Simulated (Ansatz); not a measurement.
# C4H10Cl3NSn: how energies converge with the basis set

Aim: see how fast density functionals converge with the basis set for C4H10Cl3NSn.

Method: one geometry, several basis sets; program: Ansatz 0.2.0, Gaussian basis.

Levels to be run: PBE0-D4/def2-SVP; ωB97M-V/def2-SVP; PBE0-D4/def2-QZVPP; ωB97M-V/def2-QZVPP; the functionals' def2-TZVPP values are taken from earlier runs.

### 1 The geometry

The geometry comes from an earlier relaxation with PBE0-D4 in a triple-zeta def2 set; it is a stationary point, not always the lowest conformer. Sn takes the def2 core potential; no spin-orbit term is included.

SMILES `CC(C)(C)[NH][Sn]([Cl])([Cl])[Cl]`, 19 atoms, charge 0, spin multiplicity 1.

Atoms are counted from 1 here; the program's logs count them from 0.

Bond lengths: C1–C2 1.521 Å, C1–H10 1.091 Å, C1–H11 1.096 Å, C1–H12 1.092 Å, C2–C3 1.527 Å, C2–C4 1.527 Å, C2–N5 1.470 Å, C3–H13 1.093 Å, C3–H14 1.094 Å, C3–H15 1.093 Å, C4–H16 1.093 Å, C4–H17 1.091 Å, C4–H18 1.093 Å, N5–Sn6 1.990 Å, N5–H19 1.014 Å, Sn6–Cl7 2.317 Å, Sn6–Cl8 2.300 Å, Sn6–Cl9 2.304 Å. Angles: C2–C1–H10 110.4°, C2–C1–H11 111.5°, C2–C1–H12 111.0°, H10–C1–H11 106.7°, H10–C1–H12 108.5°, H11–C1–H12 108.6°, C1–C2–C3 110.2°, C1–C2–C4 109.7°, C1–C2–N5 108.6°, C3–C2–C4 109.9°, C3–C2–N5 111.7°, C4–C2–N5 106.6°, C2–C3–H13 111.0°, C2–C3–H14 110.6°, C2–C3–H15 110.9°, H13–C3–H14 107.8°, H13–C3–H15 108.1°, H14–C3–H15 108.2° and more.

### 2 PBE0-D4 in def2-SVP

Input file in.yaml:

```yaml
crystal:
  periodic: [false, false, false]
  atoms:
    - {symbol: C, position_ang: [-1.039429, -1.078365, -0.097287]}
    - {symbol: C, position_ang: [0.105312, -0.281227, 0.509004]}
    - {symbol: C, position_ang: [-0.440025, 0.810579, 1.426194]}
    - {symbol: C, position_ang: [1.021797, -1.213133, 1.297701]}
    - {symbol: N, position_ang: [0.914718, 0.279488, -0.582905]}
    - {symbol: Sn, position_ang: [0.128817, 1.119171, -2.207407]}
    - {symbol: Cl, position_ang: [-1.785201, 2.395651, -1.933351]}
    - {symbol: Cl, position_ang: [-0.413603, -0.454852, -3.794287]}
    - {symbol: Cl, position_ang: [1.776710, 2.478632, -3.071510]}
    - {symbol: H, position_ang: [-1.614389, -1.574564, 0.686334]}
    - {symbol: H, position_ang: [-1.739005, -0.429728, -0.637739]}
    - {symbol: H, position_ang: [-0.664637, -1.838018, -0.786047]}
    - {symbol: H, position_ang: [-1.008844, 0.379650, 2.254037]}
    - {symbol: H, position_ang: [0.377458, 1.398850, 1.852211]}
    - {symbol: H, position_ang: [-1.098712, 1.488379, 0.877944]}
    - {symbol: H, position_ang: [0.481104, -1.669747, 2.130057]}
    - {symbol: H, position_ang: [1.409416, -2.003155, 0.652564]}
    - {symbol: H, position_ang: [1.870486, -0.662053, 1.712150]}
    - {symbol: H, position_ang: [1.676026, 0.849941, -0.230962]}
basis:
  gaussian: {orbitals: def2-SVP}
hamiltonian: {xc: pbe0, dispersion: d4}
output: {orbitals: {seedname: orbitals}}
```

After this run come: ωB97M-V in def2-SVP; PBE0-D4 in def2-QZVPP; ωB97M-V in def2-QZVPP.

Q: Predict the results of all the runs planned. Wanted: PBE0-D4: double and triple zeta above quadruple; ωB97M-V: double and triple zeta above quadruple.

**Answer**, as computed:

| quantity | value |
| --- | --- |
| PBE0-D4: double and triple zeta above quadruple | 21.18, 1.50 eV |
| ωB97M-V: double and triple zeta above quadruple | 21.33, 1.43 eV |

What this shows: For PBE0-D4 the step from double to triple zeta gains 19.68 eV and the next only 1.50 eV. These are total energies; as a rule much of such shifts cancels in differences, which this series doesn't test.
